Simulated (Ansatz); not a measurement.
**LuTl3: a single-point run**

Aim: a sound single-point run of LuTl3. The structure is shown as the input types it.

Method: DFT, LDA, all-electron LAPW, scalar-relativistic, in Ansatz 0.2.0.

## (1) Starting point

The structure is cubic, space group Pm-3m (No. 221). Conventional cell: a = 4.688 Å, b = 4.688 Å, c = 4.688 Å, α = 90.00°, β = 90.00°, γ = 90.00°. Around Lu (site symmetry m-3m) lie 12 Tl at 3.31 Å. Around Tl (site symmetry 4/mmm) lie 4 Lu at 3.31 Å and 8 Tl at 3.31 Å.

Coordinates:

```cif
data_structure
_symmetry_space_group_name_H-M 'Pm-3m'
_symmetry_Int_Tables_number 221
_cell_length_a 4.6880
_cell_length_b 4.6880
_cell_length_c 4.6880
_cell_angle_alpha 90.000
_cell_angle_beta 90.000
_cell_angle_gamma 90.000
_cell_volume 103.03
loop_
_atom_site_label
_atom_site_type_symbol
_atom_site_symmetry_multiplicity
_atom_site_Wyckoff_symbol
_atom_site_fract_x
_atom_site_fract_y
_atom_site_fract_z
_atom_site_occupancy
Lu1 Lu 1 a 0.00000 0.00000 0.00000 1
Tl1 Tl 3 c 0.00000 0.50000 0.50000 1
```

## (2) Input and run

Input file input.yaml:

```yaml
crystal:
  lattice:
    - [4.68798482, 0.0, 0.0]
    - [0.0, 4.68798482, 0.0]
    - [0.0, 0.0, 4.68798482]
  atoms:
    - { symbol: Lu, position: [0.0, 0.0, 0.0] }
    - { symbol: Tl, position: [0.0, 0.5, 0.5] }
    - { symbol: Tl, position: [0.5, 0.5, 0.0] }
    - { symbol: Tl, position: [0.5, 0.0, 0.5] }
kpoints:
  mp_grid: { grid: [7, 7, 7] }
  band_path:
    path:
      - [0.0, 0.0, 0.0]
      - [0.0, 0.5, 0.0]
      - [0.5, 0.5, 0.0]
      - [0.0, 0.0, 0.0]
      - [0.5, 0.5, 0.5]
      - [0.0, 0.5, 0.0]
      - [0.5, 0.5, 0.5]
      - [0.5, 0.5, 0.0]
    npoints: 14
scf:
  occupations: { method: fixed }
  max_iter: 75
hamiltonian:
  xc: lda
  pseudopotentials: { kind: all_electron, lapw: { basis_error: 0.001 } }
output:
  forces: true
  stress: true
  eigenvalues: true
  populations: true
```

Launch:

```bash
$ ansatz run input.yaml --threads 1 --pin off --max-ram 4096MiB --backend cpu --events-out ev --progress --plain --runs-dir out
```

**Question.** How will this run end, and is anything wrong with its input?

The run converged and reported no error, with warnings (band overlap at count, metallic iterate, unresolved pair at count). Its log warns: «a fill by count may have filled part of one level: at k-index 19 the highest filled band, 15.129203 eV, and the lowest empty band, 15.129203 eV ...»

Look at the input: scf.occupations.method is fixed; scf.occupations.width is missing. What could go wrong: fixed occupations where they can't hold. It still converged here, which does not make the setting sound.

To check: set scf.occupations.method to fermi_dirac and scf.occupations.width to 0.08.
